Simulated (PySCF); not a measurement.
**Towards the basis-set limit for SnBr**

The task here is to estimate one member of a computed series from the others.

Method: CCSD(T) on ROHF, scalar-relativistic core potentials; program: PySCF 2.14.0.

2 further runs of the same task are left out: 2 set aside as unsound or not needed.

The first run:

* molecule: SnBr
* state: doublet, unpaired electrons π ↑
* smaller basis: Sn cc-pwCVDZ-PP with ECP28, Br aug-cc-pVDZ-PP with ECP10
* larger basis: Sn cc-pwCVTZ-PP with ECP28, Br aug-cc-pVTZ-PP with ECP10
* frozen core orbitals: 13
* extrapolation: correlation as n⁻³ (n = 2, 3), Hartree–Fock as (n+1)·exp(−9√n)
* corrections: none
* distances (Å): 2.2290, 2.3303, 2.4317, 2.5330, 2.6343, 2.7610, 2.8876
* masses (u): 119.9022, 78.9183
* dissociation limit: Sn + Br

On the command line:

```console
$ OMP_NUM_THREADS=4 python comp.py task.json out
```

Steps of the session up to this table: Coupled cluster at each distance.

One of the session's tables, all rows but one given; the rest of the session is left out.

It belongs to the step «Constants step by step». 

```
                 level  Re (Å)  ωe (cm⁻¹)  ωexe (cm⁻¹)  αe (cm⁻¹)  De (eV)
CCSD(T), smaller basis  2.5612      230.7        0.487   0.000170    3.154
 CCSD(T), larger basis       ?          ?            ?          ?        ?
                HF/CBS  2.5365      239.3        0.531   0.000175    2.448
               MP2/CBS  2.4963      251.4        0.533   0.000173    3.529
              CCSD/CBS  2.5083      248.2        0.538   0.000174    3.297
           CCSD(T)/CBS  2.5107      247.0        0.538   0.000174    3.444
```

Q: Estimate the row for CCSD(T), larger basis from the others.

**Answer.** Re (Å): 2.5205; ωe (cm⁻¹): 243.4; ωexe (cm⁻¹): 0.530; αe (cm⁻¹): 0.000174; De (eV): 3.373. In the column «Re (Å)» it lies between CCSD(T)/CBS (2.5107) and HF/CBS (2.5365).

An extrapolation from double and triple zeta is rough, so this isn't yet the limit.
